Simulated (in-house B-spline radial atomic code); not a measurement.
# Excited states and polarisability of Sr³⁶⁺ by several methods

How far do the methods of linear response differ for Sr³⁶⁺? Each gives excitation energies, polarisability and C6.

Program: in-house B-spline radial atomic code version 1. Level of theory: linear response of a closed shell, each method with its own adiabatic kernel; spin-free one-electron X2C, finite nucleus; B-spline basis; no spin-orbit coupling, no double excitations; only terms of natural parity, (−1)^L, with L up to 3 are computed. These are calculated values, not measurements, unless marked.

## 1. The system

- element: strontium (Z = 38)
- charge: +36
- configuration: 1s2
- runs: TDHF; PBE; PBE0; BHandHLYP; CAM-B3LYP; B3LYP

Outer shells as boxes (Hund's rule):

Sr³⁶⁺
```
1s [↑↓]
```

## 2. TDHF

Settings of the run:

```ini
Z = 38
electrons = 2.0
configuration = 1s2
hamiltonian = x2c
method = hf
box_radius = 3.48
rms_radius = 4.224
intervals = 65
```

Command:

```
$ python run_td.py task.json out
```

task.json lists these runs, among others, and the program works through them in turn.

## 3. PBE

The settings differ from step 2 so:

```diff
@@ -4,3 +4,3 @@
 hamiltonian = x2c
-method = hf
+method = pbe,pbe
 box_radius = 3.48
```

## 4. PBE0

The settings differ from step 3 so:

```diff
@@ -4,3 +4,3 @@
 hamiltonian = x2c
-method = pbe,pbe
+method = pbe0
 box_radius = 3.48
```

## 5. BHandHLYP

The settings differ from step 4 so:

```diff
@@ -4,3 +4,3 @@
 hamiltonian = x2c
-method = pbe0
+method = bhandhlyp
 box_radius = 3.48
```

## 6. CAM-B3LYP

The settings differ from step 5 so:

```diff
@@ -4,3 +4,3 @@
 hamiltonian = x2c
-method = bhandhlyp
+method = camb3lyp
 box_radius = 3.48
```

## 7. B3LYP

The settings differ from step 6 so:

```diff
@@ -4,3 +4,3 @@
 hamiltonian = x2c
-method = camb3lyp
+method = b3lyp
 box_radius = 3.48
```

What does the calculation give? Wanted: for each run, threshold; 1s→2p ¹P; 1s→2p ³P, Tamm-Dancoff; α; C6.

**Answer**, as computed:

| run | threshold (eV) | 1s→2p ¹P (eV) | 1s→2p ³P, Tamm-Dancoff (eV) | α (bohr³) | C6 (hartree bohr⁶) | time |
| --- | --- | --- | --- | --- | --- | --- |
| TDHF | 19368.9 | 14671.5 | 14637.4 | 4.141e-06 | 7.925e-09 | 0.2 s |
| PBE | 19120.8 | 14586.9 | 14553.8 | 4.164e-06 | 7.983e-09 | 0.2 s |
| PBE0 | 19183.1 | 14608.3 | 14575.0 | 4.158e-06 | 7.968e-09 | 0.2 s |
| BHandHLYP | 19247.2 | 14609.4 | 14521.4 | 4.152e-06 | 7.951e-09 | 0.2 s |
| CAM-B3LYP | 19173.2 | 14589.2 | 14512.1 | 4.158e-06 | 7.967e-09 | 0.3 s |
| B3LYP | 19171.0 | 14587.2 | 14510.1 | 4.159e-06 | 7.971e-09 | 0.2 s |

What this shows: α runs from 4.14e-06 (TDHF) to 4.16e-06 bohr³ (PBE). The semilocal functionals put the threshold at 19120.8 eV, under Hartree-Fock's 19368.9 eV, through self-interaction. Spin-orbit coupling, absent here, splits and mixes these terms strongly in an ion this highly charged, so they need not match single real levels.
